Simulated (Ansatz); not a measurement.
# ClH₃NOSTa: a ladder of functionals and wavefunction methods

The task here is to estimate one member of a computed series from the others.

Computed with Ansatz 0.2.0, Gaussian basis. Level: functionals in def2-TZVPP, the program's frozen cores in correlated methods.

Levels to be run: LDA (SPW92), PBE-D4, revPBE-D4, BLYP-D4, r2SCAN-D4, B97M-V, PBE0-D4, B3LYP-D4, r2SCANh-D4, r2SCAN0-D4, HSE06-D4, BHLYP-D4, CAM-B3LYP-D4, LC-ωPBE, ωB97X-V, ωB97M-V, B2PLYP, PBE-QIDH; CCSD(T)/def2-SVP; CCSD(T)/def2-TZVPP; MP2/def2-QZVPP; extrapolation to the limit; RPA on PBE.

### The geometry

An earlier PBE0-D4 in a triple-zeta def2 set relaxation fixed the geometry. Ta takes the def2 core potential; no spin-orbit term is included.

8 atoms, charge 0, spin multiplicity 1.

Atoms are counted from 1 here; the program's logs count them from 0.

Bond lengths: N1–Ta2 1.955 Å, N1–H6 1.011 Å, N1–H7 1.009 Å, Ta2–O3 1.886 Å, Ta2–S4 2.157 Å, Ta2–Cl5 2.308 Å, O3–H8 0.958 Å. Angles: Ta2–N1–H6 123.3°, Ta2–N1–H7 125.7°, H6–N1–H7 110.8°, N1–Ta2–O3 108.8°, N1–Ta2–S4 106.1°, N1–Ta2–Cl5 110.1°, O3–Ta2–S4 111.8°, O3–Ta2–Cl5 108.8°, S4–Ta2–Cl5 111.2°, Ta2–O3–H8 132.4°.

Set-up of the first run:

in.yaml

```yaml
crystal:
  periodic: [false, false, false]
  atoms:
    - {symbol: N, position_ang: [-0.817838, 1.233075, -0.062547]}
    - {symbol: Ta, position_ang: [0.444220, -0.225766, 0.256569]}
    - {symbol: O, position_ang: [0.332071, -1.451162, -1.172611]}
    - {symbol: S, position_ang: [-0.141051, -1.122235, 2.129620]}
    - {symbol: Cl, position_ang: [2.597576, 0.599407, 0.361678]}
    - {symbol: H, position_ang: [-0.895008, 1.717765, -0.946855]}
    - {symbol: H, position_ang: [-1.509948, 1.567129, 0.590866]}
    - {symbol: H, position_ang: [0.082279, -2.375312, -1.212520]}
basis:
  gaussian: {orbitals: def2-TZVPP}
hamiltonian: {xc: lda}
output: {orbitals: {seedname: orbitals}}
```

Steps of the session up to this table: LDA; PBE-D4 (GGA); revPBE-D4 (GGA); BLYP-D4 (GGA); r2SCAN-D4 (meta-GGA); B97M-V (meta-GGA); PBE0-D4 (hybrid); B3LYP-D4 (hybrid); r2SCANh-D4 (hybrid); r2SCAN0-D4 (hybrid); HSE06-D4 (hybrid); BHLYP-D4 (hybrid); CAM-B3LYP-D4 (range-separated); LC-ωPBE-D4 (range-separated; the results give it without D4); ωB97X-V (range-separated); ωB97M-V (range-separated); B2PLYP (double hybrid); PBE-QIDH (double hybrid).

One of the session's tables, all rows but one given; the rest of the session is left out.

It belongs to the step «Orbital energies across the functionals». 

| functional | HOMO (eV) | LUMO (eV) | gap (eV) |
| --- | --- | --- | --- |
| LDA (SPW92) | -6.61 | -2.62 | 3.99 |
| PBE-D4 | -6.45 | -2.42 | 4.03 |
| revPBE-D4 | -6.38 | -2.34 | 4.04 |
| BLYP-D4 | -6.25 | -2.27 | 3.98 |
| r2SCAN-D4 | -6.73 | -2.30 | 4.43 |
| B97M-V | -6.74 | -2.20 | 4.54 |
| PBE0-D4 | -7.61 | -1.63 | 5.98 |
| B3LYP-D4 | -7.35 | -1.81 | 5.54 |
| r2SCANh-D4 | -7.16 | -2.00 | 5.16 |
| r2SCAN0-D4 | -7.80 | -1.55 | 6.25 |
| HSE06-D4 | -7.21 | -2.01 | 5.20 |
| BHLYP-D4 | ? | ? | ? |
| CAM-B3LYP-D4 | -8.84 | -0.52 | 8.31 |
| LC-ωPBE | -10.18 | 0.56 | 10.74 |
| ωB97X-V | -9.84 | 0.50 | 10.34 |
| ωB97M-V | -9.69 | 0.46 | 10.14 |

**Question.** Estimate the row for BHLYP-D4.

Worked estimate for «HOMO (eV)». Against the share of exact exchange, BLYP-D4 (0, -6.25), B3LYP-D4 (0.2, -7.35) give a slope of -5.50 per unit share; at 0.5 the line stands at -9.00.

As computed: HOMO (eV): -8.58; LUMO (eV): -0.66; gap (eV): 7.92. In «HOMO (eV)» the line misses by -0.42.
